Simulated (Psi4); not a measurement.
# One shape, several levels: GaH2O (SMILES [O][GaH2])

Aim: a comparison of 3 runs (UHF/def2-SVP, U-wB97X/6-31G**, UPBE0/def2-SVP) of GaH2O. 

Program for the calculation: Psi4 1.11.

5 further runs of the same task are left out: 2 that didn't finish, 3 set aside as unsound or not needed.

## 1. The structure to begin with

GaH2O has 4 atoms, charge 0, and is taken as a doublet. SMILES: `[O][GaH2]`. The coordinates come from a PBE0-D4/def2-TZVP relaxation.

Bond lengths: O1–Ga2 1.794 Å, Ga2–H3 1.556 Å, Ga2–H4 1.556 Å. Angles: O1–Ga2–H3 114.9°, O1–Ga2–H4 114.9°, H3–Ga2–H4 130.2°.

## 2. Energy and forces at UHF/def2-SVP (run 1)

Contents of calc.inp:

```
memory 1.6 GB

molecule m {
  0 2
  O     -1.67373043    -0.93465854     2.49840691
  Ga     0.14891042     0.03684966    -0.19067337
  H     -1.27594308    -0.07710083    -2.75956706
  H      2.90564289     0.86095922     0.41328310
  units bohr
  symmetry c1
}

set {
  basis         def2-SVP
  reference     uhf
  puream        true
  e_convergence 1e-09
  d_convergence 1e-08
  scf_type      pk
  maxiter       200
}

e_tot, wfn = gradient("scf", return_wfn=True)
oeprop(wfn, "MULLIKEN_CHARGES", "MAYER_INDICES", "DIPOLE")
print_variables()
```

The run is started by

```sh
$ psi4 calc.inp calc.out -n 1
```

calc.out:

```text
[...]
  Running in c1 symmetry.
[...]
  Nuclear repulsion =   97.412422003598010
[...]
  Multiplicity = 2
[...]
  Nalpha       = 21
  Nbeta        = 20
[...]
    Number of basis functions: 56
[...]
   @UHF iter   1: -1997.54886286465353   -3.46880e+00   3.95428e-02 ADIIS/DIIS
[...]
   @UHF iter  15: -1998.92290720115284    2.27374e-13   4.70815e-09 DIIS
[...]
   @S^2 Observed:                7.584712729E-01
[...]
    Orbital Energies [Eh]
    ---------------------
    Alpha Occupied:
       1A   -378.804429     2A    -48.174944     3A    -42.517006
       4A    -42.513504     5A    -42.513458     6A    -20.586477
       7A     -6.416753     8A     -4.515654     9A     -4.509665
      10A     -4.508754    11A     -1.313760    12A     -1.224500
      13A     -1.223643    14A     -1.220697    15A     -1.219367
      16A     -1.196490    17A     -0.621000    18A     -0.620992
      19A     -0.522858    20A     -0.508101    21A     -0.451199
    Alpha Virtual:
      22A      0.050575    23A      0.135731    24A      0.142262
      25A      0.213660    26A      0.227096    27A      0.400934
[...]
  @UHF Final Energy: -1998.92290720115284
   => Energetics <=
    Nuclear Repulsion Energy =             97.4124220035980102
    One-Electron Energy =               -2983.2396376889364547
    Two-Electron Energy =                 886.9043084841860036
    Total Energy =                      -1998.9229072011526114
  UHF NO Occupations:
  HONO-2 :   19  A 1.9984703
  HONO-1 :   20  A 1.9982368
[...]
  -Total Gradient:
     Atom            X                  Y                   Z
    ------   -----------------  -----------------  -----------------
       1        0.003375700806     0.001801283882    -0.004984252515
       2       -0.002346417699    -0.001249857048     0.003418503240
       3        0.000242298455    -0.000107172377     0.001366361580
       4       -0.001271581532    -0.000444254454     0.000199387699
[...]
 Multipole Moments:
 ------------------------------------------------------------------------------------
     Multipole            Electronic (a.u.)      Nuclear  (a.u.)        Total (a.u.)
 ------------------------------------------------------------------------------------
 L = 1.  Multiply by 2.5417464519 to convert [e a0] to [Debye]
 Dipole X            :          0.5941120           -0.1334359            0.4606761
 Dipole Y            :          0.3164763           -0.0709995            0.2454768
 Dipole Z            :         -0.8766118            0.1969127           -0.6796992
 Magnitude           :                                                    0.8570136
[...]
  Mulliken Charges: (a.u.)
   Center  Symbol    Alpha    Beta     Spin     Total
       1     O     4.76114  3.70801  1.05313 -0.46915
       2    GA    15.03736 15.14166 -0.10430  0.82098
       3     H     0.60075  0.57517  0.02558 -0.17592
       4     H     0.60075  0.57516  0.02559 -0.17591
   Total alpha = 21.00000, Total beta = 20.00000, Total charge =  0.00000
  Mayer Bond Indices:
  Total Bond Index:
  Irrep: 1 Size: 4 x 4
[...]
```

Wall time 3.9 s (1 thread of Intel Xeon Platinum 8259CL at 2.50GHz (Skylake/Cascade Lake), shared host); peak memory 0.22 GiB.

## 3. A single-point energy at U-wB97X/6-31G(d,p) (spherical functions) (run 2)

Contents of gah2o.xyz:

```xyz
4
GaH2O
O     -0.885700    -0.494600     1.322100
Ga     0.078800     0.019500    -0.100900
H     -0.675200    -0.040800    -1.460300
H      1.537600     0.455600     0.218700
```

Contents of job.py:

```python
import psi4

psi4.set_memory('1600 MB')
psi4.set_num_threads(1)
psi4.core.set_output_file('psi4.out', False)

with open('gah2o.xyz') as f:
    atoms = ''.join(f.readlines()[2:])
geom = psi4.geometry('0 2\n' + atoms + 'symmetry c1')

options = {'basis': '6-31G**', 'reference': 'uks', 'puream': True, 'e_convergence': 1e-09, 'd_convergence': 1e-08, 'scf_type': 'pk', 'dft_radial_points': 99, 'dft_spherical_points': 590, 'maxiter': 200}
psi4.set_options(options)

E, wfn = psi4.energy('wb97x', return_wfn=True)
print(f'total energy {E:.8f} hartree = {E * 27.211386:.5f} eV')
```

The run is started by

```sh
$ python job.py
```

psi4.out:

```text
[...]
  Running in c1 symmetry.
[...]
  Nuclear repulsion =   97.412422056959187
[...]
  Multiplicity = 2
[...]
  Nalpha       = 21
  Nbeta        = 20
[...]
    Number of basis functions: 56
[...]
   @UKS iter   1: -1999.13927906542517   -2.26001e+00   5.18831e-02 DIIS/ADIIS
[...]
   @UKS iter  14: -2000.94889902925638   -4.77485e-12   5.59148e-09 DIIS
[...]
   @S^2 Observed:                7.553252553E-01
[...]
    Orbital Energies [Eh]
    ---------------------
    Alpha Occupied:
       1A   -372.402315     2A    -46.001583     3A    -40.759573
       4A    -40.755751     5A    -40.755601     6A    -19.256230
       7A     -5.647310     8A     -3.938329     9A     -3.929195
      10A     -3.927969    11A     -1.091944    12A     -0.975233
      13A     -0.972954    14A     -0.970929    15A     -0.969443
      16A     -0.954472    17A     -0.579255    18A     -0.510098
      19A     -0.451230    20A     -0.438463    21A     -0.419880
    Alpha Virtual:
      22A      0.017940    23A      0.091292    24A      0.124695
      25A      0.150711    26A      0.158013    27A      0.216440
[...]
  @UKS Final Energy: -2000.94889902925638
   => Energetics <=
    Nuclear Repulsion Energy =             97.4124220569591870
    One-Electron Energy =               -2981.2399044675557889
    Two-Electron Energy =                 948.6023691287776956
    DFT Exchange-Correlation Energy =     -65.7237857474374465
    Empirical Dispersion Energy =           0.0000000000000000
    VV10 Nonlocal Energy =                  0.0000000000000000
    Total Energy =                      -2000.9488990292561539
[...]
 Multipole Moments:
 ------------------------------------------------------------------------------------
     Multipole            Electronic (a.u.)      Nuclear  (a.u.)        Total (a.u.)
 ------------------------------------------------------------------------------------
 L = 1.  Multiply by 2.5417464519 to convert [e a0] to [Debye]
 Dipole X            :          0.5635049           -0.1334359            0.4300690
 Dipole Y            :          0.3001922           -0.0709995            0.2291927
 Dipole Z            :         -0.8314587            0.1969126           -0.6345461
 Magnitude           :                                                    0.8000858
[...]
```

Standard output:

```text
total energy -2000.94889903 hartree = -54448.59286 eV
```

It took 13 s on 1 thread of Intel Xeon Platinum 8259CL at 2.50GHz (Skylake/Cascade Lake), shared host; peak memory 0.56 GiB.

## 4. The energy at UPBE0/def2-SVP (run 3)

Contents of calc.py:

```python
import psi4

psi4.set_memory(1600000000)
psi4.set_num_threads(1)
psi4.core.set_output_file('gah2o.out', False)

mol = psi4.geometry("""
0 2
O     -1.67373043    -0.93465854     2.49840691
Ga     0.14891042     0.03684966    -0.19067337
H     -1.27594308    -0.07710083    -2.75956706
H      2.90564289     0.86095922     0.41328310
units au
symmetry c1
""")

psi4.set_options({
    'basis': 'def2-SVP',
    'reference': 'uks',
    'puream': True,
    'e_convergence': 1e-09,
    'd_convergence': 1e-08,
    'scf_type': 'pk',
    'dft_radial_points': 99,
    'dft_spherical_points': 590,
    'maxiter': 200,
})

E, wfn = psi4.energy("pbe0", molecule=mol, return_wfn=True)
psi4.oeprop(wfn, "DIPOLE", "WIBERG_LOWDIN_INDICES", "QUADRUPOLE", title="PBE0")
print(f'pbe0 energy: {E:.10f} Eh')
```

The run is started by

```sh
$ python calc.py
```

gah2o.out:

```text
[...]
  Running in c1 symmetry.
[...]
  Nuclear repulsion =   97.412422003598010
[...]
  Multiplicity = 2
[...]
  Nalpha       = 21
  Nbeta        = 20
[...]
    Number of basis functions: 56
[...]
   @UKS iter   1: -1998.86088585891457   -2.00991e+00   4.42783e-02 DIIS/ADIIS
[...]
   @UKS iter  13: -2000.55988576229743   -5.22959e-12   7.62995e-09 DIIS
[...]
   @S^2 Observed:                7.554153130E-01
[...]
    Orbital Energies [Eh]
    ---------------------
    Alpha Occupied:
       1A   -372.885476     2A    -46.054323     3A    -40.781607
       4A    -40.777846     5A    -40.777841     6A    -19.250250
       7A     -5.580123     8A     -3.854785     9A     -3.845712
      10A     -3.844440    11A     -0.980248    12A     -0.878461
      13A     -0.876670    14A     -0.874499    15A     -0.872697
      16A     -0.855282    17A     -0.472700    18A     -0.419120
      19A     -0.357992    20A     -0.342936    21A     -0.331991
    Alpha Virtual:
      22A     -0.049316    23A      0.025037    24A      0.046849
      25A      0.110344    26A      0.131470    27A      0.249525
[...]
  @UKS Final Energy: -2000.55988576229743
   => Energetics <=
    Nuclear Repulsion Energy =             97.4124220035980102
    One-Electron Energy =               -2982.2410044098037361
    Two-Electron Energy =                 947.6829191855390491
    DFT Exchange-Correlation Energy =     -63.4142225416305436
    Empirical Dispersion Energy =           0.0000000000000000
    VV10 Nonlocal Energy =                  0.0000000000000000
    Total Energy =                      -2000.5598857622974265
[...]
 Multipole Moments:
 ------------------------------------------------------------------------------------
     Multipole            Electronic (a.u.)      Nuclear  (a.u.)        Total (a.u.)
 ------------------------------------------------------------------------------------
 L = 1.  Multiply by 2.5417464519 to convert [e a0] to [Debye]
 Dipole X            :          0.5455108           -0.1334359            0.4120749
 Dipole Y            :          0.2905949           -0.0709995            0.2195954
 Dipole Z            :         -0.8049075            0.1969127           -0.6079948
 Magnitude           :                                                    0.7666065
 L = 2.  Multiply by 1.3450342976 to convert [e a0^2] to [Debye ang]
 Quadrupole XX       :        -49.8465226           31.9248470          -17.9216756
 Quadrupole XY       :        -15.3165288           14.3180557           -0.9984731
[...]
```

On the terminal:

```text
pbe0 energy: -2000.5598857623 Eh
```

Wall time 11 s (1 thread of Intel Xeon Platinum 8259CL at 2.50GHz (Skylake/Cascade Lake), shared host); peak memory 0.55 GiB.

## 5. The series

```
run                                  level      task         integration grid   energy (Eh)  dipole moment (D)  HOMO energy (eV)  LUMO energy (eV)  wall time
  1                           UHF/def2-SVP  gradient                        –  -1998.922907               2.18            -12.28              1.38      3.9 s
  2  U-wB97X/6-31G** (spherical functions)    energy  99 radial × 590 angular  -2000.948899               2.03            -11.09             -1.22       13 s
  3                         UPBE0/def2-SVP    energy  99 radial × 590 angular  -2000.559886               1.95             -8.55             -3.63       11 s
```

## 6. What came out

| quantity | value |
| --- | --- |
| run 3: total energy | -2000.55989 Eh |
| run 3: dipole moment | 1.95 D |
| run 3: HOMO energy (highest over α and β) | -8.55 eV |
| run 3: LUMO energy (lowest over α and β) | -3.63 eV |
| run 3: ⟨S²⟩ | 0.755 |

In words: The dipole moment (its size) runs from 1.95 D (UPBE0/def2-SVP) to 2.18 D (UHF/def2-SVP). Totals of different functionals can't be ranked against each other. All runs together took 28 s, the longest 13 s.
